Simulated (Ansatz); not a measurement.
Born–Oppenheimer molecular dynamics of a periodic cell of 16 atoms, Li (start crystal Li, start structure bcc, volume 1.1 times the crystal's). It starts from a structure without forces on its atoms.

Computed with DFT LDA, scalar-relativistic, plane waves, PAW in Ansatz. Settings: cutoff 420 eV, k mesh 3x3x3, fermi-dirac smearing 0.1 eV, no spin polarisation.

```
ensemble        : NVT, Langevin thermostat
time step       : 1.5 fs
steps asked     : 250
set temperature : 900 K
friction        : 0.02 /fs
seed            : 356573
```

Frames 30 fs apart, positions in Å, forces in eV/Å.

Velocities at 0.0 fs (Å/ps):

```
Li -10.42 -17.19 -3.22
Li -8.74 -0.09 0.31
Li -2.14 -8.57 -4.39
Li -14.52 -5.46 17.10
Li -4.54 -12.55 -9.11
Li -1.84 9.91 -12.94
Li 17.02 4.98 -5.84
Li 14.12 5.72 -1.05
Li 20.85 -0.50 14.46
Li 20.81 3.68 2.16
Li -4.92 -3.44 -11.76
Li -2.83 16.98 0.32
Li -3.81 11.55 -0.04
Li -12.82 3.43 13.68
Li 9.69 -7.13 -8.26
Li -15.92 -1.29 8.58
```

```xyz
16
Lattice="7.2053 0.0000 0.0000 0.0000 7.2053 0.0000 0.0000 0.0000 7.2053" Properties=species:S:1:pos:R:3:forces:R:3 time_fs=0.0 energy_less_start_eV=0.000 T=844
Li 0.000 0.000 0.000 0.00 0.00 0.00
Li 3.603 0.000 0.000 0.00 0.00 0.00
Li 0.000 3.603 0.000 0.00 0.00 0.00
Li 0.000 0.000 3.603 0.00 0.00 0.00
Li 1.801 1.801 1.801 0.00 0.00 0.00
Li 3.603 3.603 0.000 0.00 0.00 0.00
Li 3.603 0.000 3.603 0.00 0.00 0.00
Li 5.404 1.801 1.801 0.00 0.00 0.00
Li 0.000 3.603 3.603 0.00 0.00 0.00
Li 1.801 5.404 1.801 0.00 0.00 0.00
Li 1.801 1.801 5.404 0.00 0.00 0.00
Li 3.603 3.603 3.603 0.00 0.00 0.00
Li 5.404 5.404 1.801 0.00 0.00 0.00
Li 5.404 1.801 5.404 0.00 0.00 0.00
Li 1.801 5.404 5.404 0.00 0.00 0.00
Li 5.404 5.404 5.404 0.00 0.00 0.00
16
Lattice="7.2053 0.0000 0.0000 0.0000 7.2053 0.0000 0.0000 0.0000 7.2053" Properties=species:S:1:pos:R:3:forces:R:3 time_fs=30.0 energy_less_start_eV=1.012 T=522
Li -0.225 -0.287 -0.123 0.34 0.18 -0.07
Li 3.285 0.208 0.007 0.44 -0.21 -0.07
Li -0.234 3.699 -0.233 0.35 0.16 0.05
Li -0.154 -0.083 4.144 0.05 0.08 -0.32
Li 1.842 1.710 1.663 -0.16 0.14 0.23
Li 3.543 3.634 -0.144 -0.14 0.02 0.24
Li 3.853 -0.005 3.684 -0.13 0.24 -0.10
Li 5.911 1.866 1.621 -0.26 -0.07 0.29
Li 0.628 3.502 4.110 -0.52 0.20 -0.42
Li 2.014 5.606 1.652 -0.23 -0.20 0.27
Li 2.010 1.669 5.236 0.01 -0.10 0.24
Li 3.785 3.622 3.614 0.02 -0.10 -0.11
Li 5.358 5.765 1.809 -0.02 -0.29 -0.04
Li 5.184 1.800 5.896 0.15 -0.13 -0.37
Li 2.061 5.513 5.295 -0.02 0.07 0.15
Li 5.053 5.416 5.522 0.14 0.00 0.02
16
Lattice="7.2053 0.0000 0.0000 0.0000 7.2053 0.0000 0.0000 0.0000 7.2053" Properties=species:S:1:pos:R:3:forces:R:3 time_fs=60.0 energy_less_start_eV=1.573 T=794
Li 0.241 -0.414 -0.298 -0.13 0.46 0.23
Li 3.651 0.228 0.178 0.16 -0.28 0.11
Li -0.356 4.261 -0.477 0.21 -0.51 0.22
Li 0.158 -0.046 4.309 -0.16 -0.04 -0.66
Li 1.866 1.806 1.560 -0.19 0.09 0.19
Li 3.448 3.478 -0.126 0.11 0.14 0.27
Li 3.776 0.240 3.470 -0.07 0.07 0.01
Li 6.024 2.070 1.831 -0.05 -0.19 -0.13
Li 0.723 3.614 4.074 -0.25 -0.03 -0.26
Li 1.873 6.045 1.599 0.00 -0.56 0.42
Li 2.258 1.556 5.496 -0.24 0.10 -0.07
Li 4.073 3.398 3.493 -0.23 -0.06 0.00
Li 5.382 5.752 1.880 0.19 -0.16 -0.07
Li 5.331 1.272 5.826 0.23 0.45 -0.22
Li 2.222 5.531 5.324 -0.08 0.12 0.07
Li 4.749 5.248 5.417 0.50 0.42 -0.11
16
Lattice="7.2053 0.0000 0.0000 0.0000 7.2053 0.0000 0.0000 0.0000 7.2053" Properties=species:S:1:pos:R:3:forces:R:3 time_fs=90.0 energy_less_start_eV=1.432 T=939
Li 0.421 -0.236 -0.158 -0.16 0.13 -0.01
Li 4.157 -0.066 0.171 -0.39 0.18 -0.01
Li -0.139 4.077 -0.684 -0.12 -0.11 0.34
Li 0.333 0.284 3.950 0.13 -0.20 -0.24
Li 1.592 1.955 1.770 0.18 -0.02 -0.14
Li 3.465 3.544 0.121 0.38 0.39 0.28
Li 3.459 0.399 3.249 0.10 -0.18 0.17
Li 6.146 1.736 1.516 -0.30 0.08 0.06
Li 0.918 3.791 3.978 -0.22 -0.17 -0.30
Li 1.794 5.828 1.897 0.15 -0.34 -0.03
Li 2.167 1.956 5.907 -0.17 -0.37 -0.38
Li 4.057 2.976 3.466 -0.01 0.38 0.02
Li 5.651 5.811 1.929 0.18 -0.27 0.23
Li 5.701 1.251 5.451 -0.25 0.38 0.08
Li 2.216 5.614 5.426 -0.20 0.15 0.06
Li 4.626 5.420 5.078 0.70 -0.03 -0.12
16
Lattice="7.2053 0.0000 0.0000 0.0000 7.2053 0.0000 0.0000 0.0000 7.2053" Properties=species:S:1:pos:R:3:forces:R:3 time_fs=120.0 energy_less_start_eV=1.756 T=816
Li 0.212 -0.081 0.044 0.21 -0.46 -0.31
Li 4.040 -0.431 -0.049 0.27 0.47 0.15
Li -0.197 3.906 -0.754 0.08 0.11 0.27
Li 0.513 0.355 3.720 -0.08 0.10 0.07
Li 1.351 2.146 1.617 0.37 -0.15 -0.14
Li 3.832 4.112 0.400 0.12 -0.35 -0.06
Li 3.451 0.254 3.422 0.28 0.17 -0.10
Li 5.972 1.508 1.171 -0.57 0.41 0.47
Li 1.212 3.852 3.492 -0.30 0.06 0.54
Li 2.087 5.764 1.853 -0.13 -0.02 -0.19
Li 2.068 2.025 6.197 0.18 -0.14 -0.38
Li 4.053 3.131 3.449 0.00 0.19 -0.03
Li 6.126 5.565 2.485 0.03 -0.07 -0.91
Li 5.699 1.542 5.364 -0.07 0.01 -0.02
Li 2.199 5.996 5.445 -0.15 -0.41 -0.12
Li 5.417 5.544 4.708 -0.24 0.08 0.75
16
Lattice="7.2053 0.0000 0.0000 0.0000 7.2053 0.0000 0.0000 0.0000 7.2053" Properties=species:S:1:pos:R:3:forces:R:3 time_fs=150.0 energy_less_start_eV=1.822 T=720
Li 0.272 -0.461 -0.235 -0.03 0.28 0.29
Li 4.264 -0.289 0.060 -0.04 0.04 0.00
Li -0.223 3.726 -0.686 0.20 -0.12 0.20
Li 0.663 0.497 3.690 -0.26 0.08 -0.09
Li 1.242 2.278 1.195 0.19 0.09 0.75
Li 4.239 4.007 0.710 -0.04 -0.15 -0.45
Li 3.597 0.258 3.412 0.25 0.11 -0.50
Li 5.749 1.718 1.292 0.00 -0.04 0.26
Li 1.153 3.916 3.788 -0.22 -0.22 0.18
Li 2.143 5.412 1.605 -0.20 0.23 0.02
Li 2.228 1.659 6.318 0.39 0.07 -0.71
Li 4.046 3.592 3.617 -0.18 0.15 -0.05
Li 6.202 5.257 2.424 0.02 0.12 -0.27
Li 5.414 1.782 4.968 0.28 -0.19 0.38
Li 2.317 6.201 5.173 0.08 -0.66 0.34
Li 5.885 5.596 5.217 -0.43 0.21 -0.35
16
Lattice="7.2053 0.0000 0.0000 0.0000 7.2053 0.0000 0.0000 0.0000 7.2053" Properties=species:S:1:pos:R:3:forces:R:3 time_fs=180.0 energy_less_start_eV=1.551 T=921
Li 0.273 -0.542 -0.204 0.21 0.39 -0.07
Li 4.529 -0.022 0.337 -0.17 0.01 -0.41
Li -0.055 3.184 -0.633 -0.02 0.18 0.03
Li 0.688 0.255 3.568 -0.20 -0.01 -0.02
Li 1.454 2.682 1.597 0.30 -0.40 0.19
Li 4.429 3.897 0.657 -0.43 -0.08 -0.72
Li 3.615 0.268 2.890 0.05 0.05 0.10
Li 5.827 2.044 1.683 0.26 -0.21 0.34
Li 0.498 4.193 3.992 0.26 -0.22 -0.23
Li 2.165 5.280 1.464 -0.05 0.31 0.04
Li 2.465 1.528 5.823 0.00 0.28 0.03
Li 3.959 3.924 3.629 -0.12 -0.18 -0.20
Li 6.142 5.314 1.782 0.21 0.09 0.44
Li 5.368 1.758 4.835 0.13 -0.17 0.14
Li 2.738 6.026 5.126 -0.11 -0.27 0.30
Li 5.757 5.451 5.274 -0.32 0.24 0.03
16
Lattice="7.2053 0.0000 0.0000 0.0000 7.2053 0.0000 0.0000 0.0000 7.2053" Properties=species:S:1:pos:R:3:forces:R:3 time_fs=210.0 energy_less_start_eV=2.247 T=897
Li 0.401 -0.175 -0.299 0.09 0.21 -0.12
Li 4.552 -0.251 0.216 -0.07 0.51 -0.08
Li 0.353 2.854 -0.582 -0.21 0.17 0.00
Li 0.594 0.163 3.670 0.33 -0.14 -0.04
Li 2.091 2.977 1.780 -0.38 -0.66 -0.07
Li 4.337 3.579 0.053 0.08 0.03 -0.03
Li 3.731 0.413 2.618 -0.18 -0.03 0.36
Li 6.156 2.016 2.348 0.21 0.36 -1.11
Li 0.165 4.275 4.126 0.27 -0.15 -0.21
Li 2.209 5.551 1.445 -0.07 0.06 -0.09
Li 2.898 1.882 5.768 -0.17 -0.33 -0.24
Li 3.654 3.859 3.593 0.48 -0.07 -0.05
Li 6.248 5.103 1.178 0.14 -0.09 0.50
Li 5.511 1.444 4.424 -0.24 0.01 1.24
Li 2.903 5.605 5.420 -0.83 0.13 0.22
Li 5.343 5.718 5.297 0.55 -0.01 -0.27
16
Lattice="7.2053 0.0000 0.0000 0.0000 7.2053 0.0000 0.0000 0.0000 7.2053" Properties=species:S:1:pos:R:3:forces:R:3 time_fs=240.0 energy_less_start_eV=2.196 T=818
Li 0.446 0.052 -0.542 -0.05 0.14 0.50
Li 4.753 0.377 0.092 -0.04 -0.15 0.71
Li 0.451 2.936 -0.638 0.03 0.13 -0.02
Li 0.726 0.315 4.044 0.22 -0.09 -0.38
Li 2.164 2.528 1.998 -0.40 0.02 -0.49
Li 4.443 3.607 -0.314 0.10 0.07 0.42
Li 3.688 0.614 2.740 0.27 -0.34 0.37
Li 6.467 2.041 2.222 -0.28 -0.17 -0.39
Li -0.071 4.008 3.902 0.27 0.17 0.17
Li 2.154 5.753 1.526 0.00 -0.11 -0.01
Li 3.250 1.692 5.696 -1.19 -0.05 -0.23
Li 3.470 4.003 3.649 0.41 0.07 0.19
Li 6.593 5.012 1.133 -0.16 0.16 0.15
Li 5.433 1.277 5.002 0.67 0.44 -0.50
Li 2.586 5.785 5.805 0.00 -0.08 -0.13
Li 5.456 5.803 5.523 0.14 -0.19 -0.37
16
Lattice="7.2053 0.0000 0.0000 0.0000 7.2053 0.0000 0.0000 0.0000 7.2053" Properties=species:S:1:pos:R:3:forces:R:3 time_fs=270.0 energy_less_start_eV=1.761 T=1113
Li 0.580 0.101 -0.141 -0.12 -0.03 0.06
Li 4.817 0.618 0.050 -0.21 -0.29 0.30
Li 0.488 3.179 -0.717 0.08 0.22 0.04
Li 1.046 0.414 4.013 -0.17 -0.34 -0.09
Li 1.787 1.982 1.881 0.64 0.31 -0.18
Li 4.740 3.744 -0.275 -0.36 -0.37 0.01
Li 3.896 0.414 3.059 0.28 -0.12 0.14
Li 6.567 2.159 1.616 -0.61 -0.35 0.20
Li -0.017 3.825 3.724 0.36 0.11 0.26
Li 2.411 5.625 1.722 -0.15 -0.12 -0.09
Li 2.828 1.719 5.739 -0.03 0.08 -0.11
Li 3.754 4.136 3.897 0.09 -0.36 -0.19
Li 6.332 4.816 1.402 0.04 0.77 0.05
Li 5.847 1.573 4.899 -0.05 0.23 -0.02
Li 2.713 5.731 6.015 -0.09 0.07 -0.17
Li 5.537 5.779 5.427 0.31 0.18 -0.21
16
Lattice="7.2053 0.0000 0.0000 0.0000 7.2053 0.0000 0.0000 0.0000 7.2053" Properties=species:S:1:pos:R:3:forces:R:3 time_fs=300.0 energy_less_start_eV=1.924 T=1160
Li 0.578 -0.242 0.546 0.19 -0.05 -0.45
Li 4.246 0.919 0.380 -0.08 -0.58 -0.30
Li 0.725 3.344 -0.696 -0.37 0.82 0.26
Li 1.033 0.203 3.957 -0.21 -0.14 -0.24
Li 2.192 1.827 1.749 -0.12 0.38 0.19
Li 4.800 3.761 -0.459 -0.24 -0.19 0.06
Li 3.936 0.057 3.443 0.26 0.20 0.05
Li 6.423 1.873 1.082 0.17 0.34 0.55
Li 0.409 4.022 3.586 0.28 -0.06 -0.01
Li 2.577 5.646 1.895 -0.06 -0.28 -0.24
Li 2.177 1.689 5.905 0.58 -0.37 -0.32
Li 3.828 3.749 3.810 -0.10 -0.01 -0.09
Li 6.127 5.103 1.458 -0.29 0.09 0.28
Li 5.819 2.098 4.714 0.15 -0.31 0.15
Li 3.030 5.719 5.981 -0.33 0.13 -0.09
Li 5.844 5.846 5.075 0.16 0.03 0.18
16
Lattice="7.2053 0.0000 0.0000 0.0000 7.2053 0.0000 0.0000 0.0000 7.2053" Properties=species:S:1:pos:R:3:forces:R:3 time_fs=330.0 energy_less_start_eV=2.425 T=920
Li 1.184 -0.618 0.775 -0.40 0.37 0.01
Li 3.793 0.783 0.516 0.65 -0.56 -0.36
Li 0.859 3.932 -0.859 -0.21 0.04 0.19
Li 0.634 -0.155 3.830 0.46 0.32 -0.27
Li 2.539 2.202 1.827 -0.32 0.14 0.04
Li 4.586 3.505 -0.618 -0.27 0.19 0.42
Li 4.052 0.070 3.707 -0.07 0.37 0.00
Li 6.350 1.911 1.116 0.23 -0.09 0.17
Li 1.127 3.878 3.245 -0.82 0.21 0.14
Li 3.075 5.526 2.162 0.14 -0.28 -0.29
Li 2.161 1.710 5.737 -0.04 -0.25 -0.16
Li 3.470 3.548 4.054 0.22 0.27 0.10
Li 6.113 5.009 1.366 -0.20 0.11 0.24
Li 5.585 2.286 4.546 0.68 -0.31 -0.12
Li 2.846 5.862 6.101 0.24 -0.12 -0.43
Li 6.015 5.558 4.711 -0.29 -0.39 0.32
```

Of the whole run (375 fs, mean temperature of the second half 871 K): A run of 0.38 ps of so small a system gives no equilibrium averages. Limits of this set-up: coarse k mesh.

Time of the run: 25 min on 2 threads of Arm Neoverse V1, on a shared host, peak memory 0.73 GiB.
